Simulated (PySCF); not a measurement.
# C2H10BN (SMILES C[BH2-][NH2+]C): levels of theory compared

Wanted: a comparison of 5 runs (HF/3-21G, B3LYP/6-31G*, BP86/6-31G**, BLYP/aug-cc-pVDZ) of C2H10BN. 

The calculation is run with PySCF 2.14.0.

## Step 1: The structure to begin with

C2H10BN: 14 atoms, total charge 0, spin state singlet. As SMILES, `C[BH2-][NH2+]C`. Geometry: relaxed at GFN2-xTB. This is one conformer, not always the lowest.

Bond lengths: C1–B2 1.623 Å, B2–N3 1.655 Å, N3–C4 1.458 Å, C1–H5 1.092 Å, C1–H6 1.087 Å, C1–H7 1.092 Å, B2–H8 1.193 Å, B2–H9 1.193 Å, N3–H10 1.016 Å, N3–H11 1.016 Å, C4–H12 1.088 Å, C4–H13 1.088 Å, C4–H14 1.093 Å. Some angles: C1–B2–N3 104.4°, B2–N3–C4 115.2°, C1–B2–H8 113.6°, C1–B2–H9 113.5°, N3–B2–H8 105.5°, N3–B2–H9 105.5°, B2–C1–H5 112.7°, B2–C1–H6 110.8°, B2–C1–H7 112.8°, B2–N3–H10 105.6°.

## Step 2: Energy and forces at HF/3-21G (run 1)

The input, input.py:

```python
from pyscf import gto, scf

mol = gto.M(
    atom='''
C   -1.304090   1.485490  -0.048780
B   -0.388540   0.379870   0.708160
N    0.401670  -0.407870  -0.513790
C    1.301330  -1.472480  -0.087050
H   -2.027270   1.037200  -0.733160
H   -1.877590   2.067740   0.668100
H   -0.714310   2.198910  -0.627350
H   -1.022680  -0.460040   1.270810
H    0.469420   0.856520   1.386470
H   -0.326710  -0.772470  -1.120870
H    0.907710   0.311300  -1.021900
H    0.730860  -2.214160   0.467650
H    2.049810  -1.053740   0.582320
H    1.800390  -1.956260  -0.930600
''',
    charge=0,
    basis='3-21g',
    max_memory=1860,
    verbose=4,
)

mf = scf.RHF(mol)
mf.conv_tol = 1e-10
mf.kernel()
if not mf.converged:
    mf = mf.newton().run(mf.mo_coeff, mf.mo_occ)

energy = mf.e_tot
print(f'total energy: {energy:.8f} hartree')
grad = mf.nuc_grad_method().kernel()
dip = mf.dip_moment()
pop, q = mf.mulliken_pop()
```

On the command line:

```
OMP_NUM_THREADS=1 python input.py
```

The program printed:

```text
PySCF version 2.14.0

[... 68 lines left out ...]
converged SCF energy = -159.807992853017
total energy: -159.80799285 hartree
[... 11 lines left out ...]
Dipole moment(X, Y, Z, Debye):  2.84135, -2.89922, -3.68226
[... 32 lines left out ...]
pop of  3 C 2py           0.51261
pop of  3 C 2pz           0.55968
pop of  3 C 3px           0.45193
pop of  3 C 3py           0.39634
pop of  3 C 3pz           0.53221
pop of  4 H 1s            0.47054
pop of  4 H 2s            0.39728
pop of  5 H 1s            0.46569
pop of  5 H 2s            0.35166
pop of  6 H 1s            0.47066
pop of  6 H 2s            0.39669
pop of  7 H 1s            0.46517
pop of  7 H 2s            0.62719
pop of  8 H 1s            0.46529
pop of  8 H 2s            0.62698
pop of  9 H 1s            0.43704
pop of  9 H 2s            0.19338
pop of  10 H 1s           0.43719
pop of  10 H 2s           0.19316
pop of  11 H 1s           0.46896
pop of  11 H 2s           0.27668
pop of  12 H 1s           0.46882
pop of  12 H 2s           0.27670
pop of  13 H 1s           0.47460
pop of  13 H 2s           0.31494
 ** Mulliken atomic charges  **
charge of    0C =     -0.85935
charge of    1B =      0.37116
charge of    2N =     -0.83626
charge of    3C =     -0.39691
charge of    4H =      0.13218
charge of    5H =      0.18265
charge of    6H =      0.13265
charge of    7H =     -0.09236
charge of    8H =     -0.09227
charge of    9H =      0.36957
charge of   10H =      0.36965
charge of   11H =      0.25436
charge of   12H =      0.25448
charge of   13H =      0.21046
```

It took 7.5 s on 1 thread of Intel Xeon at 2.50GHz (Skylake/Cascade Lake), shared host; peak memory 0.13 GiB.

## Step 3: Energy and forces at B3LYP/6-31G(d) (spherical functions) (run 2)

The input, input.xyz:

```xyz
14

C     -1.304090     1.485490    -0.048780
B     -0.388540     0.379870     0.708160
N      0.401670    -0.407870    -0.513790
C      1.301330    -1.472480    -0.087050
H     -2.027270     1.037200    -0.733160
H     -1.877590     2.067740     0.668100
H     -0.714310     2.198910    -0.627350
H     -1.022680    -0.460040     1.270810
H      0.469420     0.856520     1.386470
H     -0.326710    -0.772470    -1.120870
H      0.907710     0.311300    -1.021900
H      0.730860    -2.214160     0.467650
H      2.049810    -1.053740     0.582320
H      1.800390    -1.956260    -0.930600
```

The input, input.py:

```python
from pyscf import gto, dft

mol = gto.M(
    atom='input.xyz',
    verbose=4,
    basis='6-31g*',
    charge=0,
    spin=0,
    max_memory=1860,
)

mf = dft.RKS(mol)
mf.xc = 'b3lyp'
mf.conv_tol = 1e-10
mf.grids.level = 5
mf.kernel()
if not mf.converged:
    mf = mf.newton().run(mf.mo_coeff, mf.mo_occ)

e_final = mf.e_tot
print('E = %.10f Eh' % e_final)
grad = mf.nuc_grad_method().kernel()
mf.analyze()
```

On the command line:

```
OMP_NUM_THREADS=1 python input.py
```

The program printed:

```text
PySCF version 2.14.0

[... 98 lines left out ...]
Nuclear Repulsion Energy =             128.834691536585126
[... 9 lines left out ...]
MO #4   energy= -6.66215814728736  occ= 2
[... 7 lines left out ...]
MO #12  energy= -0.414353288694699 occ= 2
[... 7 lines left out ...]
MO #20  energy= 0.108844794517012  occ= 0
[... 7 lines left out ...]
MO #28  energy= 0.250952502322714  occ= 0
[... 7 lines left out ...]
MO #36  energy= 0.599219435845038  occ= 0
[... 7 lines left out ...]
MO #44  energy= 0.888816103520722  occ= 0
[... 7 lines left out ...]
MO #52  energy= 1.02028740691248   occ= 0
[... 7 lines left out ...]
MO #60  energy= 1.70502210836141   occ= 0
[... 7 lines left out ...]
MO #68  energy= 2.08439490607753   occ= 0
[... 7 lines left out ...]
MO #76  energy= 2.66067661565547   occ= 0
[... 54 lines left out ...]
pop of  3 C 3dyz          0.00207
pop of  3 C 3dz^2         0.00099
pop of  3 C 3dxz          0.00231
pop of  3 C 3dx2-y2       0.00031
pop of  4 H 1s            0.92743
pop of  4 H 2s            0.00546
pop of  5 H 1s            0.89172
pop of  5 H 2s            0.00631
pop of  6 H 1s            0.92714
pop of  6 H 2s            0.00548
pop of  7 H 1s            1.04164
pop of  7 H 2s            0.00194
pop of  8 H 1s            1.04159
pop of  8 H 2s            0.00195
pop of  9 H 1s            0.74737
pop of  9 H 2s            0.01324
pop of  10 H 1s           0.74728
pop of  10 H 2s           0.01326
pop of  11 H 1s           0.86211
pop of  11 H 2s           0.00900
pop of  12 H 1s           0.86206
pop of  12 H 2s           0.00900
pop of  13 H 1s           0.89022
pop of  13 H 2s           0.00774
 ** Mulliken atomic charges  **
charge of    0C =     -0.39158
charge of    1B =     -0.24314
charge of    2N =     -0.14269
charge of    3C =     -0.21063
charge of    4H =      0.06710
charge of    5H =      0.10197
charge of    6H =      0.06738
charge of    7H =     -0.04358
charge of    8H =     -0.04354
charge of    9H =      0.23939
charge of   10H =      0.23946
charge of   11H =      0.12889
charge of   12H =      0.12894
charge of   13H =      0.10203
Dipole moment(X, Y, Z, Debye):  2.54966, -2.58116, -3.52546
```

It took 84 s on 1 thread of Intel Xeon at 2.50GHz (Skylake/Cascade Lake), shared host; peak memory 0.78 GiB.

## Step 4: Energy and gradient at B3LYP/6-31G(d) (Cartesian functions) (run 3)

The input, run.py:

```python
# C[BH2-][NH2+]C
import pyscf.grad
from pyscf import gto, dft

mol = gto.Mole()
mol.atom = '''
C   -1.304090   1.485490  -0.048780
B   -0.388540   0.379870   0.708160
N    0.401670  -0.407870  -0.513790
C    1.301330  -1.472480  -0.087050
H   -2.027270   1.037200  -0.733160
H   -1.877590   2.067740   0.668100
H   -0.714310   2.198910  -0.627350
H   -1.022680  -0.460040   1.270810
H    0.469420   0.856520   1.386470
H   -0.326710  -0.772470  -1.120870
H    0.907710   0.311300  -1.021900
H    0.730860  -2.214160   0.467650
H    2.049810  -1.053740   0.582320
H    1.800390  -1.956260  -0.930600
'''
mol.max_memory = 1860
mol.verbose = 4
mol.cart = True
mol.basis = '6-31g*'
mol.spin = 0
mol.build()

ks = dft.RKS(mol)
ks.xc = 'b3lyp'
ks.conv_tol = 1e-10
ks.grids.level = 5
ks.kernel()
if not ks.converged:
    ks = ks.newton().run(ks.mo_coeff, ks.mo_occ)

e_tot = ks.e_tot
print('E(%s) = %.9f' % ('B3LYP', e_tot))
grad = ks.Gradients().kernel()
dip = ks.dip_moment()
pop, q = ks.mulliken_pop()
```

On the command line:

```
OMP_NUM_THREADS=1 python run.py
```

The program printed:

```text
PySCF version 2.14.0

[... 83 lines left out ...]
converged SCF energy = -161.84374096301
[... 13 lines left out ...]
Dipole moment(X, Y, Z, Debye):  2.55059, -2.58266, -3.52049
[... 56 lines left out ...]
pop of  3  C 3dxy         0.01463
pop of  3  C 3dxz         0.01239
pop of  3  C 3dyy         0.00000
pop of  3  C 3dyz         0.01155
pop of  3  C 3dzz         0.00188
pop of  4  H 1s           0.53032
pop of  4  H 2s           0.37859
pop of  5  H 1s           0.52473
pop of  5  H 2s           0.33786
pop of  6  H 1s           0.53039
pop of  6  H 2s           0.37814
pop of  7  H 1s           0.52799
pop of  7  H 2s           0.57612
pop of  8  H 1s           0.52808
pop of  8  H 2s           0.57601
pop of  9  H 1s           0.50276
pop of  9  H 2s           0.14075
pop of  10  H 1s          0.50286
pop of  10  H 2s          0.14054
pop of  11  H 1s          0.52542
pop of  11  H 2s          0.27975
pop of  12  H 1s          0.52532
pop of  12  H 2s          0.27968
pop of  13  H 1s          0.53070
pop of  13  H 2s          0.31403
 ** Mulliken atomic charges  **
charge of    0C =     -0.54994
charge of    1B =      0.12898
charge of    2N =     -0.63016
charge of    3C =     -0.31885
charge of    4H =      0.09109
charge of    5H =      0.13741
charge of    6H =      0.09146
charge of    7H =     -0.10410
charge of    8H =     -0.10409
charge of    9H =      0.35649
charge of   10H =      0.35660
charge of   11H =      0.19484
charge of   12H =      0.19501
charge of   13H =      0.15526
```

Wall time 99 s (1 thread of Intel Xeon at 2.50GHz (Skylake/Cascade Lake), shared host); peak memory 0.81 GiB.

Run 4 isn't shown in full; the table further down has it.

## Step 5: Energy and gradient at BLYP/aug-cc-pVDZ (run 5)

The input, input.py:

```python
from pyscf import gto, dft

mol = gto.M(
    atom='''
C     -2.464373     2.807169    -0.092181
B     -0.734234     0.717850     1.338228
N      0.759046    -0.770763    -0.970922
C      2.459157    -2.782584    -0.164501
H     -3.830985     1.960024    -1.385472
H     -3.548131     3.907462     1.262526
H     -1.349850     4.155338    -1.185520
H     -1.932585    -0.869350     2.401483
H      0.887075     1.618588     2.620049
H     -0.617392    -1.459757    -2.118137
H      1.715323     0.588272    -1.931111
H      1.381125    -4.184156     0.883730
H      3.873580    -1.991280     1.100425
H      3.402244    -3.696796    -1.758579
''',
    unit='bohr',
    verbose=4,
    basis='aug-cc-pvdz',
    max_memory=1860,
    spin=0,
)

mf = dft.RKS(mol, xc='blyp')
mf.grids.level = 5
mf.conv_tol = 1e-10
mf.kernel()
if not mf.converged:
    mf = mf.newton().run(mf.mo_coeff, mf.mo_occ)

e_tot = mf.e_tot
print('E(%s) = %.9f' % ('BLYP', e_tot))
grad = mf.nuc_grad_method().kernel()
mf.analyze()
```

On the command line:

```
OMP_NUM_THREADS=1 python input.py
```

The program printed:

```text
PySCF version 2.14.0

[... 114 lines left out ...]
MO #6   energy= -0.645653665806527 occ= 2
[... 15 lines left out ...]
MO #22  energy= 0.0152198739111755 occ= 0
[... 15 lines left out ...]
MO #38  energy= 0.114042997857509  occ= 0
[... 15 lines left out ...]
MO #54  energy= 0.280120202684463  occ= 0
[... 15 lines left out ...]
MO #70  energy= 0.392907296821851  occ= 0
[... 15 lines left out ...]
MO #86  energy= 0.532132147890258  occ= 0
[... 15 lines left out ...]
MO #102 energy= 0.739195005754814  occ= 0
[... 15 lines left out ...]
MO #118 energy= 1.11062927839394   occ= 0
[... 15 lines left out ...]
MO #134 energy= 1.5909678230885    occ= 0
[... 15 lines left out ...]
MO #150 energy= 1.92904114746114   occ= 0
[... 15 lines left out ...]
MO #166 energy= 2.34855267187998   occ= 0
[... 15 lines left out ...]
MO #182 energy= 3.19288071862784   occ= 0
[... 160 lines left out ...]
pop of  11 H 2px          0.00039
pop of  11 H 2py          0.00082
pop of  11 H 2pz          0.00066
pop of  11 H 3px          0.00043
pop of  11 H 3py          0.00023
pop of  11 H 3pz          0.00043
pop of  12 H 1s           0.85957
pop of  12 H 2s           0.00343
pop of  12 H 3s           0.00190
pop of  12 H 2px          0.00076
pop of  12 H 2py          0.00030
pop of  12 H 2pz          0.00080
pop of  12 H 3px          0.00024
pop of  12 H 3py          0.00047
pop of  12 H 3pz          0.00038
pop of  13 H 1s           0.88566
pop of  13 H 2s           0.00347
pop of  13 H 3s           0.00150
pop of  13 H 2px          0.00063
pop of  13 H 2py          0.00070
pop of  13 H 2pz          0.00065
pop of  13 H 3px          0.00048
pop of  13 H 3py          0.00049
pop of  13 H 3pz          0.00025
 ** Mulliken atomic charges  **
charge of    0C =     -0.42722
charge of    1B =     -0.22590
charge of    2N =     -0.16055
charge of    3C =     -0.21598
charge of    4H =      0.07528
charge of    5H =      0.11172
charge of    6H =      0.07555
charge of    7H =     -0.04508
charge of    8H =     -0.04504
charge of    9H =      0.24336
charge of   10H =      0.24345
charge of   11H =      0.13212
charge of   12H =      0.13215
charge of   13H =      0.10616
Dipole moment(X, Y, Z, Debye):  2.48930, -2.53555, -3.26800
```

It took 5.7 min on 1 thread of Intel Xeon at 2.50GHz (Skylake/Cascade Lake), shared host; peak memory 2.6 GiB.

## Step 6: Overview of the runs

| run | level | integration grid | Cartesian functions | energy (Eh) | dipole moment (D) | HOMO energy (eV) | LUMO energy (eV) | wall time |
| --- | --- | --- | --- | --- | --- | --- | --- | --- |
| 1 | HF/3-21G | – | no | -159.807993 | 5.48 | -10.61 | 5.96 | 7.5 s |
| 2 | B3LYP/6-31G* (spherical functions) | 5 | no | -161.840921 | 5.06 | -7.00 | 1.22 | 84 s |
| 3 | B3LYP/6-31G* (Cartesian functions) | 5 | yes | -161.843741 | 5.06 | -6.99 | 1.20 | 99 s |
| 4 | BP86/6-31G** (spherical functions) | 5 | no | -161.835823 | 4.98 | -5.89 | 0.58 | 2.1 min |
| 5 | BLYP/aug-cc-pVDZ | 5 | no | -161.744508 | 4.83 | -6.10 | -1.15 | 5.7 min |

## Step 7: Outcome

| quantity | value |
| --- | --- |
| run 5: total energy | -161.74451 Eh |
| run 5: dipole moment | 4.83 D |
| run 5: HOMO energy | -6.10 eV |
| run 5: LUMO energy | -1.15 eV |
| run 5: HOMO–LUMO gap | 4.95 eV |
| run 5: largest force on an atom | 0.839 eV/Å |

In words: The dipole moment (its size) runs from 4.83 D (BLYP/aug-cc-pVDZ) to 5.48 D (HF/3-21G). The two ends differ in method and basis. The HOMO–LUMO gap runs from 4.95 eV (BLYP/aug-cc-pVDZ) to 16.57 eV (HF/3-21G). Totals of different functionals can't be ranked against each other. All runs together took 11 min, the longest 5.7 min.
